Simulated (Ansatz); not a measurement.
# C3H12BNSi: how energies converge with the basis set

An exercise on one series of results from a longer session: the logs are not shown, and one member is left open.

Program: Ansatz 0.2.0, Gaussian basis. Level of theory: one geometry, several basis sets. These are calculated values, not measurements.

Plan: PBE0-D4/def2-SVP; ωB97M-V/def2-SVP; PBE0-D4/def2-QZVPP; ωB97M-V/def2-QZVPP; the functionals' def2-TZVPP values are taken from earlier runs.

1 further run of the same task is left out (it didn't finish). Runs told in other sessions of the task aren't counted.

### The relaxed structure

All runs share one geometry, relaxed beforehand with PBE0-D4 in a triple-zeta def2 set.

SMILES `BN([SiH3])C(C)C`, 18 atoms, charge 0, spin multiplicity 1.

Atoms are counted from 1 here; the program's logs count them from 0.

Bond lengths: B1–N2 1.396 Å, B1–H7 1.198 Å, B1–H8 1.199 Å, N2–Si3 1.745 Å, N2–C4 1.479 Å, Si3–H9 1.489 Å, Si3–H10 1.480 Å, Si3–H11 1.489 Å, C4–C5 1.519 Å, C4–C6 1.519 Å, C4–H12 1.099 Å, C5–H13 1.092 Å, C5–H14 1.092 Å, C5–H15 1.092 Å, C6–H16 1.092 Å, C6–H17 1.092 Å, C6–H18 1.092 Å. Angles: N2–B1–H7 118.9°, N2–B1–H8 120.6°, H7–B1–H8 120.5°, B1–N2–Si3 122.6°, B1–N2–C4 122.6°, Si3–N2–C4 114.8°, N2–Si3–H9 109.6°, N2–Si3–H10 109.6°, N2–Si3–H11 109.6°, H9–Si3–H10 110.4°, H9–Si3–H11 107.3°, H10–Si3–H11 110.4°, N2–C4–C5 111.1°, N2–C4–C6 111.1°, N2–C4–H12 107.0°, C5–C4–C6 112.3°, C5–C4–H12 107.5°, C6–C4–H12 107.5° and more.

The first run:

Contents of in.yaml:

```yaml
crystal:
  periodic: [false, false, false]
  atoms:
    - {symbol: B, position_ang: [-0.163170, -1.691440, -0.760250]}
    - {symbol: N, position_ang: [0.437109, -0.640724, -0.064379]}
    - {symbol: Si, position_ang: [2.046657, -0.752051, 0.601535]}
    - {symbol: C, position_ang: [-0.241347, 0.653108, 0.165569]}
    - {symbol: C, position_ang: [-0.529213, 1.360574, -1.147090]}
    - {symbol: C, position_ang: [-1.491204, 0.474058, 1.009406]}
    - {symbol: H, position_ang: [0.447194, -2.710900, -0.909442]}
    - {symbol: H, position_ang: [-1.271659, -1.576506, -1.201694]}
    - {symbol: H, position_ang: [2.902646, 0.318932, 0.021049]}
    - {symbol: H, position_ang: [2.615226, -2.085372, 0.302955]}
    - {symbol: H, position_ang: [1.994775, -0.527775, 2.072458]}
    - {symbol: H, position_ang: [0.454620, 1.284436, 0.735633]}
    - {symbol: H, position_ang: [0.387800, 1.497787, -1.723780]}
    - {symbol: H, position_ang: [-1.228842, 0.777106, -1.749586]}
    - {symbol: H, position_ang: [-0.971663, 2.342563, -0.964240]}
    - {symbol: H, position_ang: [-1.948255, 1.442180, 1.226952]}
    - {symbol: H, position_ang: [-1.254075, -0.015589, 1.956155]}
    - {symbol: H, position_ang: [-2.224199, -0.138989, 0.480547]}
basis:
  gaussian: {orbitals: def2-SVP}
hamiltonian: {xc: pbe0, dispersion: d4}
output: {orbitals: {seedname: orbitals}}
```

Run with:

```console
ansatz run in.yaml --threads 4 --pin off --events-out ev --progress --plain --max-ram 11315MiB
```

Among the steps run: PBE0-D4 in def2-SVP; ωB97M-V in def2-SVP; PBE0-D4 in def2-QZVPP; ωB97M-V in def2-QZVPP.

One of the session's tables, all rows but one given; the rest of the session is left out.

It belongs to the step «Functionals by basis». 

| functional | basis | HOMO (eV) | LUMO (eV) |
| --- | --- | --- | --- |
| PBE0-D4 | def2-SVP | -7.84 | 0.10 |
| PBE0-D4 | def2-TZVPP | -7.87 | -0.14 |
| PBE0-D4 | def2-QZVPP | -7.87 | -0.21 |
| ωB97M-V | def2-SVP | -10.10 | 2.14 |
| ωB97M-V | def2-TZVPP | ? | ? |
| ωB97M-V | def2-QZVPP | -10.16 | 1.41 |

Q: Estimate the row for ωB97M-V, def2-TZVPP from the others.

**Answer.** HOMO (eV): -10.16; LUMO (eV): 1.67.
